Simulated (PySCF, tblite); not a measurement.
# C₄H₁₁NO₂Si₂: geometry, infrared bands and NMR shifts

Aim: predict the infrared bands and NMR shifts of C₄H₁₁NO₂Si₂ (`O=C(O)/C=C/CN([SiH3])[SiH3]`).

Computed with tblite 0.8.0 and PySCF 2.14.0, with density-fitted response routines of our own, on a single molecule in the gas phase. Atoms are numbered from 0 throughout.

## (1) The starting structure

20 atoms, charge 0, multiplicity 1; geometry from: force field or distance geometry start.

Bonds of the start (Å): O0–C1 1.25, C1–O2 1.43, C1–C3 1.46, C3–C4 1.33, C4–C5 1.49, C5–N6 1.42, N6–Si7 1.75, N6–Si8 1.77, O2–H9 1.01, C3–H10 1.11, C4–H11 1.08, C5–H12 1.11, C5–H13 1.12, Si7–H14 1.48, Si7–H15 1.49, Si7–H16 1.46, Si8–H17 1.47, Si8–H18 1.48, Si8–H19 1.47.

## (2) Relaxing the molecule with GFN2-xTB

The job: settings as JSON, then the geometry in Å.

```
{"job": {"kind": "relax", "xc": "GFN2-xTB", "basis": "xTB"}, "charge": 0, "multiplicity": 1}
O      3.230500     1.353000    -1.360500
C      3.198500     0.378100    -0.580200
O      4.365600    -0.400600    -0.323600
C      2.001000    -0.034700     0.139100
C      0.841400     0.603900     0.011400
C     -0.302700     0.063500     0.800000
N     -1.300800    -0.309200    -0.137000
Si    -1.927000     0.970600    -1.161400
Si    -2.499000    -1.476400     0.449000
H      5.230100    -0.168500    -0.788100
H      2.058000    -0.909000     0.816700
H      0.748300     1.454700    -0.644700
H     -0.609500     0.839000     1.536700
H     -0.007600    -0.829100     1.408300
H     -1.836000     0.545600    -2.575900
H     -3.373600     1.127700    -0.839200
H     -1.310700     2.276900    -0.942400
H     -1.848700    -2.496600     1.281500
H     -3.580800    -0.792400     1.197200
H     -3.082200    -2.185700    -0.699600
```

Command:

```sh
OMP_NUM_THREADS=1 python probes_run.py task.json out
```

This one command runs all jobs of the session in turn.

**Question.** This job is followed by: GFN2-xTB harmonic vibrations, gas phase; GIAO PBE0/pcSseg-1 NMR shielding, non-relativistic, gas phase. Predict these results of the whole session: strongest single infrared mode (GFN2-xTB); zero-point energy (GFN2-xTB); 13C shifts against TMS (PBE0/pcSseg-1); 1H shifts against TMS (PBE0/pcSseg-1, means over atoms taken as alike); 17O shifts against H2O (PBE0/pcSseg-1); 15N shifts against NH3 (PBE0/pcSseg-1); 29Si shifts against TMS (PBE0/pcSseg-1, means over atoms taken as alike).

The runs gave:

| quantity | value |
| --- | --- |
| strongest single infrared mode (GFN2-xTB) | 2215 cm⁻¹, 669 km/mol |
| zero-point energy (GFN2-xTB) | 86.1 kcal/mol |
| 13C shifts against TMS (PBE0/pcSseg-1) | 170.8, 158.7, 125.5, 56.7 ppm |
| 1H shifts against TMS (PBE0/pcSseg-1, means over atoms taken as alike) | 7.45, 6.08, 5.97, 4.74, 3.80 ppm |
| 17O shifts against H2O (PBE0/pcSseg-1) | 409.4, 212.3 ppm |
| 15N shifts against NH3 (PBE0/pcSseg-1) | 12.6 ppm |
| 29Si shifts against TMS (PBE0/pcSseg-1, means over atoms taken as alike) | -44.7 ppm |

The optimisation took 201 steps and gained 0.846 eV; among the close pairs (by a distance rule), C1–O2 changed most, from 1.426 to 1.345 Å. All 54 modes are real, so the xTB geometry is a minimum. The strongest single mode, at 2215 cm⁻¹, moves mainly H17. GFN2-xTB is a fitted tight-binding method: band positions and strengths are rough. Its intensities can rank the bands wrongly. The most deshielded hydrogen is H11 (hydrogen on a β carbon of a C=C–C=O unit), at 7.45 ppm: attached to an sp2 carbon and in the plane of the double bond. At PBE0/pcSseg-1: Shielding is most anisotropic at O0 (span 583 ppm, paramagnetic term -479 ppm).
